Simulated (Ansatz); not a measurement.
**GaNH3 (SMILES [NH2][GaH]): U-r2SCAN/def2-TZVP**

Aim: the electronic atomisation energy of GaNH3 at U-r2SCAN/def2-TZVP, from 4 runs. 

Program for the calculation: Ansatz 0.2.0.

55 further runs of the same task are left out: 55 set aside as unsound or not needed.

## 1. The structure to begin with

GaNH3: 5 atoms, total charge 0, spin state doublet. As SMILES, `[NH2][GaH]`. The shape is that of a PBE0-D4/def2-TZVP optimisation. This is one conformer, not always the lowest.

Bond lengths: N1–Ga2 1.825 Å, N1–H3 1.008 Å, N1–H4 1.006 Å, Ga2–H5 1.594 Å. Angles: N1–Ga2–H5 116.9°, Ga2–N1–H3 123.8°, Ga2–N1–H4 124.3°, H3–N1–H4 111.9°.

## 2. A single-point energy at U-r2SCAN/def2-TZVP

File input.yaml:

```yaml
crystal:
  periodic: [false, false, false]
  atoms:
    - {symbol: "N", position_ang: [-0.211900, -0.684000, 0.064700]}
    - {symbol: Ga, position_ang: [0.815500, 0.782900, 0.417000]}
    - {symbol: H, position_ang: [-0.946800, -0.701300, -0.625100]}
    - {symbol: H, position_ang: [-0.115200, -1.569300, 0.532000]}
    - {symbol: H, position_ang: [0.508200, 2.097900, -0.430100]}
basis:
  gaussian:
    orbitals: def2-TZVP
magnetization:
  spin_polarized: true
  initial_magnetization: 1
hamiltonian:
  xc: r2scan
accuracy: high
output: {orbitals: {seedname: orbitals}}
```

Launch:

```bash
$ ansatz run input.yaml --threads 1 --pin off --max-ram 3480MiB --events-out events.jsonl --progress --plain --runs-dir runs
```

Log:

```text
Warning: RAYON_NUM_THREADS=1 ignored (pool sized by the plan → 1); use --threads N
Functional definition: r2SCAN
  name "r2SCAN"
  parameter k0 = 0.174
  parameter k1 = 0.065
  parameter a1 = 4.9479
  exchange = r2scan_x(k0 = k0, k1 = k1, a1 = a1)
  correlation = r2scan_c
1600 factors; integrals over basis functions are off by at most 4.6e-9 eV
mean field evaluation 1: about -53905.7124 eV, gradient 5.2e1 eV
mean field evaluation 2: about -53851.7307 eV, gradient 9.7e1 eV
mean field evaluation 4: about -53915.5177 eV, gradient 4.2e0 eV
mean field evaluation 8: about -53915.6215 eV, gradient 1.9e-1 eV
mean field evaluation 16: about -53915.6217 eV, gradient 1.3e-4 eV
mean field -53915.62173545 eV, -1981.3625534568 hartree, gradient 2.9e-8 eV, S^2 0.755556; 0 other end points of the search recorded, 0 dependent functions left out
reference -53915.62173894 eV, -1981.3625535850 hartree; 21, 20 occupied and 76, 77 virtual orbitals, 1600 factors
Total energy: -53915.62173894 eV, -1981.3625535850 hartree
```

It took 17 s on 1 thread of Arm Neoverse V1, shared host; peak memory 0.33 GiB.

## 3. The Ga atom, same level

File molecule.yaml:

```yaml
crystal:
  periodic: [false, false, false]
  atoms:
    - {symbol: Ga, position_ang: [0.000000, 0.000000, 0.000000]}
basis:
  gaussian:
    orbitals: def2-TZVP
magnetization:
  spin_polarized: true
  initial_magnetization: 1
hamiltonian:
  xc: {name: r2SCAN}
accuracy: high
```

Run the same way, it converges to -1924.78964 Eh (log not shown).

## 4. The H atom

File run.yaml:

```yaml
basis:
  gaussian:
    orbitals: def2-TZVP
crystal:
  periodic: [false, false, false]
  atoms:
    - symbol: H
      position_ang: [0.000000, 0.000000, 0.000000]
magnetization:
  spin_polarized: true
  initial_magnetization: 1
hamiltonian:
  xc: r2scan
accuracy: high
```

Run the same way, it converges to -0.49993 Eh (log not shown).

## 5. The N atom

File run.yaml:

```yaml
crystal:
  periodic: [false, false, false]
  atoms:
    - symbol: N
      position_ang: [0.000000, 0.000000, 0.000000]
basis:
  gaussian: {orbitals: def2-TZVP}
accuracy: high
hamiltonian: {xc: {name: r2SCAN}}
magnetization: {spin_polarized: true, initial_magnetization: 3}
```

Launch:

```bash
$ ansatz run run.yaml --threads 1 --pin off --max-ram 3480MiB --events-out events.jsonl --progress --plain --runs-dir runs
```

Log, shortened:

```text
Warning: RAYON_NUM_THREADS=1 ignored (pool sized by the plan → 1); use --threads N
[... 7 set-up lines as earlier in the session ...]
312 factors; integrals over basis functions are off by at most 3.3e-9 eV
mean field evaluation 1: about -1485.0111 eV, gradient 7.9e0 eV
mean field evaluation 2: about -1485.1238 eV, gradient 5.1e0 eV
mean field evaluation 4: about -1485.2286 eV, gradient 2.7e-1 eV
mean field evaluation 8: about -1485.2250 eV, gradient 9.1e-4 eV
mean field evaluation 16: about -1485.2250 eV, gradient 2.9e-8 eV
mean field -1485.22504244 eV, -54.5810135879 hartree, gradient 2.9e-8 eV, S^2 3.754613; 0 other end points of the search recorded, 0 dependent functions left out
reference -1485.22504330 eV, -54.5810136196 hartree; 5, 2 occupied and 26, 29 virtual orbitals, 312 factors
Total energy: -1485.22504330 eV, -54.5810136196 hartree
```

Run time: 1.1 s. Hardware: 1 thread of Arm Neoverse V1, shared host; peak memory 0.1 GiB.

## 6. Results

At U-r2SCAN/def2-TZVP:

| quantity | value |
| --- | --- |
| molecule: total energy | -1981.36255 Eh |
| molecule: HOMO energy (highest over α and β) | -4.94 eV |
| molecule: LUMO energy (lowest over α and β) | -2.79 eV |
| molecule: ⟨S²⟩ | 0.756 |
| Ga atom: total energy | -1924.78964 Eh |
| Ga atom: ⟨S²⟩ | 0.756 |
| H atom: total energy | -0.49993 Eh |
| H atom: ⟨S²⟩ | 0.750 |
| N atom: total energy | -54.58101 Eh |
| N atom: ⟨S²⟩ | 3.755 |
| electronic atomisation energy | 13.391 eV |

**Reading.** Taking the molecule apart into free atoms costs 13.39 eV (1292 kJ/mol), before zero-point energy and without spin-orbit coupling.
